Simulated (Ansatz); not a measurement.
# CaH12O6: the cost of one run

Program: Ansatz 0.2.0. Level of theory: the levels named in each step. These are calculated values, not measurements.

## 1. The system as given

Bond lengths (14 of 18 bonds, heavy atoms first): O1–Ca7 2.137 Å, O2–Ca7 2.137 Å, O3–Ca7 2.135 Å, O4–Ca7 2.139 Å, O5–Ca7 2.139 Å, O6–Ca7 2.142 Å, O1–H8 0.965 Å, O1–H9 0.965 Å, O2–H10 0.965 Å, O2–H11 0.965 Å, O3–H12 0.966 Å, O3–H13 0.965 Å, O4–H14 0.965 Å, O4–H15 0.966 Å. Angles (14 of 33 angles, heavy atoms first): O1–Ca7–O2 91.7°, O1–Ca7–O3 88.9°, O1–Ca7–O4 179.5°, O1–Ca7–O5 88.8°, O1–Ca7–O6 90.6°, O2–Ca7–O3 89.0°, O2–Ca7–O4 88.9°, O2–Ca7–O5 89.3°, O2–Ca7–O6 176.8°, O3–Ca7–O4 91.1°, O3–Ca7–O5 177.1°, O3–Ca7–O6 93.2°, O4–Ca7–O5 91.2°, O4–Ca7–O6 88.9°.

As a file:

```xyz
19

O     0.0780    1.2370    1.7407
O    -0.1584   -1.7673    1.1816
O    -2.1387    0.1683    0.0404
O    -0.0968   -1.2132   -1.7589
O     2.1205   -0.1628    0.0621
O     0.2177    1.7257   -1.2583
Ca   -0.0105    0.0048   -0.0029
H    -0.5571    1.2699    2.4671
H     0.6754    1.9810    1.8874
H     0.2273   -2.6214    0.9493
H    -0.4410   -1.8532    2.1008
H    -2.7655   -0.5605    0.1307
H    -2.6785    0.9632   -0.0533
H     0.2989   -0.9953   -2.6121
H    -0.6451   -1.9913   -1.9206
H     2.6625   -0.0806    0.8571
H     2.7109   -0.5062   -0.6203
H    -0.4339    2.1199   -1.8516
H     1.0075    2.2756   -1.3401
```

## 2. A rough first relaxation, PBE-D4/def2-SVP

input.yaml

```yaml
crystal:
  periodic: [false, false, false]
  atoms:
    - { symbol: O, position_ang: [0.07795, 1.23705, 1.74068] }
    - { symbol: O, position_ang: [-0.15842, -1.7673, 1.18157] }
    - { symbol: O, position_ang: [-2.13866, 0.16829, 0.04039] }
    - { symbol: O, position_ang: [-0.09679, -1.21317, -1.7589] }
    - { symbol: O, position_ang: [2.12053, -0.16282, 0.06209] }
    - { symbol: O, position_ang: [0.21775, 1.72575, -1.25834] }
    - { symbol: Ca, position_ang: [-0.01047, 0.00484, -0.00285] }
    - { symbol: H, position_ang: [-0.55711, 1.26992, 2.46714] }
    - { symbol: H, position_ang: [0.67538, 1.98096, 1.88741] }
    - { symbol: H, position_ang: [0.22725, -2.62141, 0.94933] }
    - { symbol: H, position_ang: [-0.44095, -1.85319, 2.10075] }
    - { symbol: H, position_ang: [-2.76548, -0.56053, 0.1307] }
    - { symbol: H, position_ang: [-2.67851, 0.96317, -0.05327] }
    - { symbol: H, position_ang: [0.29894, -0.99528, -2.61208] }
    - { symbol: H, position_ang: [-0.64511, -1.99135, -1.92058] }
    - { symbol: H, position_ang: [2.66246, -0.08058, 0.85706] }
    - { symbol: H, position_ang: [2.71093, -0.5062, -0.62026] }
    - { symbol: H, position_ang: [-0.43393, 2.11993, -1.85164] }
    - { symbol: H, position_ang: [1.00753, 2.27561, -1.34014] }
total_charge: 2
basis:
  gaussian: { orbitals: def2-SVP }
hamiltonian:
  xc: pbe
  dispersion: d4
relax:
  f_tol: 0.03
  max_steps: 200
```

Launch:

```
> ansatz run input.yaml --threads 4 --pin off --max-ram 10240MiB --backend cpu --events-out ev --progress --plain --runs-dir out
```

Q: Estimate wall time and peak memory on 4 threads of Intel Xeon 6975P-C (Granite Rapids), shared host.

About 25 s, with a peak of 0.28 GiB.
